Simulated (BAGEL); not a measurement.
**CH3F3Si (SMILES F[SiH2]C(F)F): HF/STO-3G (density fitting with qzvpp-jkfit)**

What is the energy change on altering one bond length of CH3F3Si at HF/STO-3G (density fitting with qzvpp-jkfit)? 

Program for the calculation: BAGEL 1.2.2.

1 further run of the same task is left out (set aside as unsound or not needed).

## Step 1: Starting point

CH3F3Si: 8 atoms, total charge 0, spin state singlet. As SMILES, `F[SiH2]C(F)F`. Geometry: relaxed at GFN2-xTB. This is one conformer, not always the lowest.

Bond lengths: F1–Si2 1.607 Å, Si2–C3 1.937 Å, C3–F4 1.363 Å, C3–F5 1.363 Å, Si2–H6 1.450 Å, Si2–H7 1.449 Å, C3–H8 1.101 Å. Some angles: F1–Si2–C3 103.5°, Si2–C3–F4 111.3°, Si2–C3–F5 111.0°, F4–C3–F5 105.8°, F1–Si2–H6 106.7°, F1–Si2–H7 107.2°, C3–Si2–H6 108.9°, C3–Si2–H7 109.8°, Si2–C3–H8 114.8°, F4–C3–H8 106.7°.

## Step 2: The energy at HF/STO-3G (density fitting with qzvpp-jkfit)

Input file input.json:

```json
{ "bagel": [

{
  "title": "molecule",
  "basis": "sto-3g",
  "df_basis": "qzvpp-jkfit",
  "angstrom": true,
  "geometry": [
    { "atom": "F", "xyz": [   -1.462770,    0.847720,    1.164450 ] },
    { "atom": "Si", "xyz": [   -0.037300,    0.131090,    0.973010 ] },
    { "atom": "C", "xyz": [    0.062000,   -0.173540,   -0.937110 ] },
    { "atom": "F", "xyz": [    0.745100,   -1.318570,   -1.219960 ] },
    { "atom": "F", "xyz": [    0.745820,    0.829330,   -1.556980 ] },
    { "atom": "H", "xyz": [   -0.119250,   -1.148950,    1.648850 ] },
    { "atom": "H", "xyz": [    0.978190,    1.084710,    1.371880 ] },
    { "atom": "H", "xyz": [   -0.911790,   -0.251790,   -1.444130 ] }
  ]
},
{
  "title": "hf"
},
{
  "title": "print",
  "file": "orbitals.molden",
  "orbitals": true
}

]}
```

Command:

```console
$ BAGEL_NUM_THREADS=1 BAGEL input.json > input.out
```

Log:

```text
* using 1 threads per process

  ===============================================================
  ===============================================================

  *** Geometry ***

  { "atom" : "F", "xyz" : [     -2.764235,      1.601959,      2.200492 ] },
  { "atom" : "Si", "xyz" : [     -0.070487,      0.247724,      1.838722 ] },
  { "atom" : "C", "xyz" : [      0.117163,     -0.327943,     -1.770881 ] },
  { "atom" : "F", "xyz" : [      1.408035,     -2.491736,     -2.305390 ] },
  { "atom" : "F", "xyz" : [      1.409396,      1.567207,     -2.942266 ] },
  { "atom" : "H", "xyz" : [     -0.225350,     -2.171201,      3.115875 ] },
  { "atom" : "H", "xyz" : [      1.848511,      2.049805,      2.592477 ] },
  { "atom" : "H", "xyz" : [     -1.723033,     -0.475814,     -2.729010 ] },

  Number of auxiliary basis functions:      488

  Since a DF basis is specified, we compute 2- and 3-index integrals:
    o Being stored without compression. Storage requirement is 0.004 GB

  Number of basis functions:       32
  Number of electrons      :       50

    * METHOD: MOLECULE                             0.18

  *** RHF ***

  === Nuclear Repulsion ===
   243.0605900781

      * DIIS with orbital gradients will be used.

  === RHF iteration (sto-3g) ===
      0       -618.70991183          0.02177016           0.02
      1       -618.86438408          0.00597661           0.02
      2       -618.87612785          0.00129798           0.02
      3       -618.87727340          0.00020378           0.02
      4       -618.87730216          0.00003918           0.02
      5       -618.87730311          0.00000488           0.02
      6       -618.87730312          0.00000139           0.02
      7       -618.87730313          0.00000050           0.02
      8       -618.87730313          0.00000010           0.02
      9       -618.87730313          0.00000002           0.02
     10       -618.87730313          0.00000000           0.02
    * SCF iteration converged.

    * Permanent dipole moment:
           (   -0.043746,     0.137402,    -0.530031) a.u.

    * METHOD: HF                                   0.34

    * METHOD: PRINT                                0.00

  ===============================================================
```

It took 0.64 s on 1 thread of Arm Neoverse V1, shared host; peak memory 0.081 GiB.

## Step 3: The distorted shape at the same level

Input file calc.json:

```json
{ "bagel" : [

{
  "title" : "molecule",
  "basis" : "sto-3g",
  "df_basis" : "qzvpp-jkfit",
  "angstrom" : true,
  "geometry" : [
    { "atom" : "F", "xyz" : [   -1.421797,    1.487714,    0.826544 ] },
    { "atom" : "Si", "xyz" : [    0.003673,    0.771084,    0.635104 ] },
    { "atom" : "C", "xyz" : [    0.102973,    0.466454,   -1.275016 ] },
    { "atom" : "F", "xyz" : [    0.786073,   -0.678576,   -1.557866 ] },
    { "atom" : "F", "xyz" : [    0.786793,    1.469324,   -1.894886 ] },
    { "atom" : "H", "xyz" : [   -0.119250,   -1.148950,    1.648850 ] },
    { "atom" : "H", "xyz" : [    1.019163,    1.724704,    1.033974 ] },
    { "atom" : "H", "xyz" : [   -0.870817,    0.388204,   -1.782036 ] }
  ]
},
{
  "title" : "hf"
},
{
  "title" : "print",
  "file" : "orbitals.molden",
  "orbitals" : true
}

]}
```

Command:

```console
$ BAGEL_NUM_THREADS=1 BAGEL calc.json > calc.out
```

Log:

```text
* using 1 threads per process

  ===============================================================
  ===============================================================

  *** Geometry ***

  { "atom" : "F", "xyz" : [     -2.686807,      2.811372,      1.561942 ] },
  { "atom" : "Si", "xyz" : [      0.006941,      1.457138,      1.200173 ] },
  { "atom" : "C", "xyz" : [      0.194591,      0.881470,     -2.409431 ] },
  { "atom" : "F", "xyz" : [      1.485463,     -1.282323,     -2.943940 ] },
  { "atom" : "F", "xyz" : [      1.486823,      2.776620,     -3.580816 ] },
  { "atom" : "H", "xyz" : [     -0.225350,     -2.171201,      3.115875 ] },
  { "atom" : "H", "xyz" : [      1.925939,      3.259218,      1.953928 ] },
  { "atom" : "H", "xyz" : [     -1.645606,      0.733599,     -3.367560 ] },

  Number of auxiliary basis functions:      488

  Since a DF basis is specified, we compute 2- and 3-index integrals:
    o Being stored without compression. Storage requirement is 0.004 GB

  Number of basis functions:       32
  Number of electrons      :       50

    * METHOD: MOLECULE                             0.17

  *** RHF ***

  === Nuclear Repulsion ===
   240.3688695540

      * DIIS with orbital gradients will be used.

  === RHF iteration (sto-3g) ===
      0       -618.53223941          0.02418647           0.02
      1       -618.71799877          0.00764504           0.02
      2       -618.73682411          0.00139281           0.02
      3       -618.73821586          0.00020899           0.02
      4       -618.73824704          0.00005281           0.02
      5       -618.73824877          0.00000955           0.02
      6       -618.73824884          0.00000255           0.02
      7       -618.73824884          0.00000062           0.02
      8       -618.73824884          0.00000017           0.02
      9       -618.73824884          0.00000006           0.02
     10       -618.73824884          0.00000002           0.02
     11       -618.73824884          0.00000000           0.02
    * SCF iteration converged.

    * Permanent dipole moment:
           (   -0.018489,    -0.059156,    -0.396229) a.u.

    * METHOD: HF                                   0.35

    * METHOD: PRINT                                0.00

  ===============================================================
```

Run time: 0.64 s. Hardware: 1 thread of Arm Neoverse V1, shared host; peak memory 0.081 GiB.

## Step 4: Results

At HF/STO-3G (density fitting with qzvpp-jkfit):

```
                                                          quantity          value
                                         first shape: total energy  -618.87730 Eh
                                        first shape: dipole moment         1.40 D
                                          first shape: HOMO energy       -8.96 eV
                                          first shape: LUMO energy       11.61 eV
                                        first shape: HOMO–LUMO gap       20.56 eV
                                     distorted shape: total energy  -618.73825 Eh
                                    distorted shape: dipole moment         1.02 D
                                      distorted shape: HOMO energy       -8.02 eV
                                      distorted shape: LUMO energy        5.62 eV
                                    distorted shape: HOMO–LUMO gap       13.64 eV
energy change with the Si2–H6 bond stretched from 1.450 to 2.175 Å       3.784 eV
```

What this shows: With the Si2–H6 bond stretched from 1.450 to 2.175 Å the energy rises by 3.78 eV (87 kcal/mol). The first shape isn't relaxed at this level, so the change isn't measured from a minimum. The minimal basis adds a large error of its own.
